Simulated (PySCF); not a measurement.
# ZnBr⁺: the SCF solver's settings

Aim: find out which solver settings change the answer for ZnBr⁺.

Computed with PySCF 2.14.0. Level: method and basis as typed in the scripts.

5 further runs of the same task are left out: 5 that didn't finish.

### Step 1. Starting geometry

ZnBr⁺: 2 atoms, charge 1, spin multiplicity 1.

Bond lengths: Zn1–Br2 2.237 Å.

### Step 2. Base script

Input file input.py:

```python
from pyscf import gto, scf

mol = gto.M(
    atom='Zn 0 0 0; Br 0 0 2.237',
    basis='sto-3g',
    charge=1,
    spin=0,
    symmetry=True,
    verbose=4,
)
mf = scf.RHF(mol)
mf.kernel()
mf.dip_moment()
print('orbital energies (hartree):', mf.mo_energy[..., max(0, mol.nelec[1]-3):mol.nelec[0]+3].round(4))
```

On the command line:

```bash
$ python input.py
```

The log of this run is left out.

Base result: E(SCF) = -4301.827559 Eh, 10 cycles.

The bond length is a typed value, not an optimised one. The dipole of an ion depends on the origin.

### Step 3. Cycle limit 200

Run 1 changes cycle limit: 50 → 200.

Input file input.py:

```python
from pyscf import gto, scf

mol = gto.M(
    atom='Zn 0 0 0; Br 0 0 2.237',
    basis='sto-3g',
    charge=1,
    spin=0,
    symmetry=True,
    verbose=4,
)
mf = scf.RHF(mol)
mf.max_cycle = 200
mf.kernel()
mf.dip_moment()
print('orbital energies (hartree):', mf.mo_energy[..., max(0, mol.nelec[1]-3):mol.nelec[0]+3].round(4))
```

On the command line:

```bash
$ python input.py
```

### Step 4. Convergence threshold 1e-07 hartree

Run 2 changes convergence threshold: default → 1e-07 hartree.

Edit input.py of step 2 so:

```diff
@@ -11,2 +11,3 @@
 mf = scf.RHF(mol)
+mf.conv_tol = 1e-07
 mf.kernel()
```

### Step 5. Second-order solver on

Run 3 changes second-order solver: off → on.

Edit input.py of step 2 so:

```diff
@@ -11,2 +11,3 @@
 mf = scf.RHF(mol)
+mf = mf.newton()
 mf.kernel()
```

### Step 6. Initial guess hcore

Run 4 changes initial guess: minao → hcore.

Edit input.py of step 2 so:

```diff
@@ -11,2 +11,3 @@
 mf = scf.RHF(mol)
+mf.init_guess = 'hcore'
 mf.kernel()
```

What does the calculation give? Wanted: for each run, E(SCF); from base; gap.

**Answer**, as computed:

| run | E(SCF) (hartree) | from base (eV) | cycles | gap (eV) |
| --- | --- | --- | --- | --- |
| base | -4301.827559 | 0 | 10 | 12.35 |
| cycle limit 200 | -4301.827559 | 0.0000 | 10 | 12.35 |
| convergence threshold 1e-07 hartree | -4301.827559 | 0.0000 | 9 | 12.35 |
| second-order solver on | -4301.827559 | 0.0000 | 4 macro | 12.35 |
| initial guess hcore | -4301.827559 | 0.0000 | 33 | 12.35 |

Distance from each run's final energy (log10 hartree) by cycle:

| run | cycle 1 | cycle 2 | cycle 3 | cycle 5 | cycle 8 | cycle 12 |
| --- | --- | --- | --- | --- | --- | --- |
| base | -0.8 | -1.7 | -2.4 | -4.3 | -8.4 | done |
| cycle limit 200 | -0.8 | -1.7 | -2.4 | -4.3 | -8.4 | done |
| convergence threshold 1e-07 hartree | -0.8 | -1.7 | -2.4 | -4.3 | -8.4 | done |
| second-order solver on | -2.1 | -4.9 | < -11 | done | done | done |
| initial guess hcore | 0.9 | 0.9 | 0.0 | -0.2 | -0.2 | -0.2 |

What this shows: No change of the SCF energy comes from cycle limit 200 or convergence threshold 1e-07 hartree or second-order solver on or initial guess hcore. The base needs 10 cycles and the run with initial guess hcore needs 33.
